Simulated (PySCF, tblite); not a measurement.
# C₅H₉FO₂Si: geometry, infrared bands and NMR shifts

What infrared bands and NMR shifts should C₅H₉FO₂Si (`O=C/C=C(\CCF)[SiH2]O`) show?

Programs: tblite 0.8.0 and PySCF 2.14.0, with density-fitted response routines of our own. Each step states its level of theory. These are calculated values for one molecule in the gas phase, unless marked as measured. Atoms count from 0, in the outputs and in this text.

## (1) The starting structure

18 atoms, charge 0, multiplicity 1; geometry from: force field or distance geometry start.

Bonds of the start (Å): O0–C1 1.24, C1–C2 1.47, C2–C3 1.37, C3–C4 1.51, C4–C5 1.52, C5–F6 1.36, C3–Si7 1.88, Si7–O8 1.66, C1–H9 1.09, C2–H10 1.09, C4–H11 1.09, C4–H12 1.10, C5–H13 1.10, C5–H14 1.10, Si7–H15 1.48, Si7–H16 1.48, O8–H17 0.97.

## (2) Optimising the geometry with GFN2-xTB

Job settings and geometry (Å):

```
{"job": {"kind": "relax", "xc": "GFN2-xTB", "basis": "xTB"}, "charge": 0, "multiplicity": 1}
O      3.610000    -0.930600     0.922300
C      2.599100    -0.296400     0.578500
C      1.411300    -0.997300     0.075100
C      0.270500    -0.383300    -0.359200
C      0.022300     1.105800    -0.414200
C     -0.758400     1.650100     0.774300
F     -2.021000     1.156700     0.755400
Si    -1.161400    -1.450400    -0.957100
O     -2.402400    -1.407800     0.138000
H      2.552900     0.793700     0.669300
H      1.507000    -2.079300     0.074400
H      0.969200     1.644800    -0.496900
H     -0.525000     1.354100    -1.333200
H     -0.285300     1.369400     1.724700
H     -0.828700     2.749700     0.728700
H     -0.712100    -2.850500    -1.123100
H     -1.641100    -0.901800    -2.246600
H     -2.615500    -0.520500     0.478100
```

Command:

```
OMP_NUM_THREADS=1 python probes_run.py task.json out
```

One launch serves the whole session: the jobs run in the order shown.

**Question.** This job is followed by: GFN2-xTB harmonic vibrations, gas phase; GIAO PBE0/pcSseg-1 NMR shielding, non-relativistic, gas phase. Predict these results of the whole session: strongest single infrared mode (GFN2-xTB); zero-point energy (GFN2-xTB); 13C shifts against TMS (PBE0/pcSseg-1); 1H shifts against TMS (PBE0/pcSseg-1, means over atoms taken as alike); 17O shifts against H2O (PBE0/pcSseg-1); 19F shifts against CFCl3 (PBE0/pcSseg-1); 29Si shifts against TMS (PBE0/pcSseg-1).

**Answer**, as computed:

| quantity | value |
| --- | --- |
| strongest single infrared mode (GFN2-xTB) | 816 cm⁻¹, 503 km/mol |
| zero-point energy (GFN2-xTB) | 80.6 kcal/mol |
| 13C shifts against TMS (PBE0/pcSseg-1) | 191.6, 174.0, 145.8, 93.6, 35.1 ppm |
| 1H shifts against TMS (PBE0/pcSseg-1, means over atoms taken as alike) | 10.46, 6.47, 5.10, 4.99, 3.23, 2.15 ppm |
| 17O shifts against H2O (PBE0/pcSseg-1) | 727.1, 16.0 ppm |
| 19F shifts against CFCl3 (PBE0/pcSseg-1) | -245.3 ppm |
| 29Si shifts against TMS (PBE0/pcSseg-1) | -16.1 ppm |

**Reading.** The optimisation took 93 steps and gained 0.279 eV; among the close pairs (by a distance rule), Si7–O8 changed most, from 1.656 to 1.615 Å. All 48 modes are real, so the xTB geometry is a minimum. The strongest single mode, at 816 cm⁻¹, moves mainly H17. Unscaled tight-binding wavenumbers are off by several per cent, some by more. Its intensities can rank the bands wrongly. The most deshielded carbon is C1 (aldehyde carbonyl carbon), at 191.6 ppm: the double bond to the heteroatom, with no lone-pair donor beside it, deshields it most. H9 (hydrogen on an aldehyde carbonyl carbon) lies farthest downfield among hydrogen, at 10.46 ppm; the C=O anisotropy and electron withdrawal place aldehyde protons far downfield. At PBE0/pcSseg-1: Shielding is most anisotropic at O0 (span 1499 ppm, paramagnetic term -786 ppm).
